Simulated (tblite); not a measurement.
# C6H12GeO2: the cost of one run

Programs: tblite 0.8.0 and PySCF 2.14.0, with density-fitted response routines of our own. Each step states its level of theory. These are calculated values for one molecule in the gas phase, unless marked as measured. Atoms count from 0, in the outputs and in this text.

## Step 1: The starting structure

21 atoms, charge 0, multiplicity 1; geometry from: force field or distance geometry start.

Bonds of the start (Å): C0–C1 1.33, C1–C2 1.52, C2–O3 1.41, O3–Ge4 1.78, Ge4–O5 1.79, O5–C6 1.41, C6–C7 1.53, Ge4–C8 1.89, C8–C1 1.49, C0–H9 1.10, C0–H10 1.09, C2–H11 1.11, C2–H12 1.12, Ge4–H13 1.56, C6–H14 1.11, C6–H15 1.11, C7–H16 1.11, C7–H17 1.10, C7–H18 1.11, C8–H19 1.11, C8–H20 1.10.

## Step 2: Geometry optimisation with GFN2-xTB

Job settings and geometry (Å):

```
{"job": {"kind": "relax", "xc": "GFN2-xTB", "basis": "xTB"}, "charge": 0, "multiplicity": 1}
C     -3.422300    -0.297500     0.318100
C     -2.233300     0.297100     0.278100
C     -1.890600     1.443100     1.221100
O     -0.615600     2.014000     1.006800
Ge     0.236500     0.993300    -0.182100
O      1.573600     0.090900     0.600700
C      2.351500    -0.502500    -0.411600
C      3.490400    -1.289100     0.234600
C     -1.172700    -0.180400    -0.646400
H     -4.200600     0.046800     1.013000
H     -3.664600    -1.124900    -0.345900
H     -1.973900     1.090800     2.270400
H     -2.659700     2.250600     1.086100
H      0.726100     1.840400    -1.397600
H      2.794100     0.277900    -1.069800
H      1.733200    -1.209800    -0.999900
H      3.072700    -2.082500     0.894100
H      4.126200    -0.621800     0.831200
H      4.101700    -1.766800    -0.554000
H     -1.479900    -0.026800    -1.697800
H     -0.901600    -1.225800    -0.439100
```

The run is started by

```sh
> OMP_NUM_THREADS=1 python probes_run.py task.json out
```

This one command runs all jobs of the session in turn.

Q: Estimate the wall time and peak memory of this first job on 1 thread of Arm Neoverse N1, shared host.

About 3.6 s, with a peak of 0.18 GiB.
